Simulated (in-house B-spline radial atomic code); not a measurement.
# Hf¹¹⁺: excited configurations in jj coupling

How much energy does it take to promote electrons of Hf¹¹⁺ to other shells? Each configuration is solved by itself and compared with the reference.

Method: Dirac-Hartree-Fock, average of configuration, Fermi nucleus, basis-set limit. Code: in-house B-spline radial atomic code version 1.

### 1 What is computed

```
element       : hafnium (Z = 72)
charge        : +11
electrons     : 61
configuration : 1s2 2s2 2p6 3s2 3p6 3d10 4s2 4p6 4d10 4f-6 4f+6 5s2 5p-1
Hamiltonian   : Dirac-Coulomb
nucleus       : Fermi, rms radius 5.347 fm
```

In configurations, a minus sign after the shell means j = l − 1/2 and a plus sign j = l + 1/2; the count of electrons follows.

The run's settings:

```ini
Z = 72
electrons = 61.0
configuration = 1s2 2s2 2p6 3s2 3p6 3d10 4s2 4p6 4d10 4f-6 4f+6 5s2 5p-1
hamiltonian = dirac
method = hf
spin_polarised = False
nucleus = fermi
rms_radius = 5.347
mass_number = 180
atomic_mass = 179.946559537
speed_of_light = 137.035999084
```

This reference run was done before. Its total energy is -15051.721958 hartree, and its levels are (the highest eight at most):

```csv
orbital,occupation,energy (eV),<r> (bohr)
4p1/2,2,-670.95,0.4738
4p3/2,4,-608.08,0.5041
4d3/2,4,-448.64,0.5215
4d5/2,6,-433.65,0.5320
5s1/2,2,-251.83,1.033
4f5/2,6,-233.50,0.5869
4f7/2,6,-230.26,0.5935
5p1/2,1,-223.54,1.093
```

### 2 Configuration 1s2 2s2 2p6 3s2 3p6 3d10 4s2 4p6 4d10 4f-3 4f+8 5s2 5p-1 8s1

The run's settings:

```ini
Z = 72
electrons = 61.0
configuration = 1s2 2s2 2p6 3s2 3p6 3d10 4s2 4p6 4d10 4f-3 4f+8 5s2 5p-1 8s1
hamiltonian = dirac
method = hf
spin_polarised = False
nucleus = fermi
rms_radius = 5.347
mass_number = 180
atomic_mass = 179.946559537
speed_of_light = 137.035999084
```

### 3 Run with 1s2 2s2 2p6 3s2 3p6 3d10 4s2 4p6 4d10 4f-5 4f+7 5s2 5p+1

Settings: those of step 2 with these lines changed.

```diff
@@ -2,3 +2,3 @@
 electrons = 61.0
-configuration = 1s2 2s2 2p6 3s2 3p6 3d10 4s2 4p6 4d10 4f-3 4f+8 5s2 5p-1 8s1
+configuration = 1s2 2s2 2p6 3s2 3p6 3d10 4s2 4p6 4d10 4f-5 4f+7 5s2 5p+1
 hamiltonian = dirac
```

### 4 Run with 1s2 2s2 2p6 3s2 3p6 3d10 4s2 4p6 4d10 4f-4 4f+8 5s2 5p-1

Settings: those of step 3 with these lines changed.

```diff
@@ -2,3 +2,3 @@
 electrons = 61.0
-configuration = 1s2 2s2 2p6 3s2 3p6 3d10 4s2 4p6 4d10 4f-5 4f+7 5s2 5p+1
+configuration = 1s2 2s2 2p6 3s2 3p6 3d10 4s2 4p6 4d10 4f-4 4f+8 5s2 5p-1
 hamiltonian = dirac
```

How far above the reference does each configuration lie (order and size, in eV)?

The runs gave:

| net move | configuration | energy above the reference (eV) | with Breit, QED, recoil (eV) | largest <r> (bohr) |
| --- | --- | --- | --- | --- |
| 2×4f5/2 → 2×4f7/2 | 1s2 2s2 2p6 3s2 3p6 3d10 4s2 4p6 4d10 4f-4 4f+8 5s2 5p-1 | 3.860 | 3.711 | 1.09 |
| 4f5/2, 5p1/2 → 4f7/2, 5p3/2 | 1s2 2s2 2p6 3s2 3p6 3d10 4s2 4p6 4d10 4f-5 4f+7 5s2 5p+1 | 14.183 | 13.970 | 1.15 |
| 3×4f5/2 → 2×4f7/2, 8s | 1s2 2s2 2p6 3s2 3p6 3d10 4s2 4p6 4d10 4f-3 4f+8 5s2 5p-1 8s1 | 174.81 | 174.79 | 4.34 |

At the bottom stands 2×4f5/2 → 2×4f7/2 (3.860 eV), at the top 3×4f5/2 → 2×4f7/2, 8s (174.81 eV). These are averages over configurations, without correlation, not spectroscopic levels.
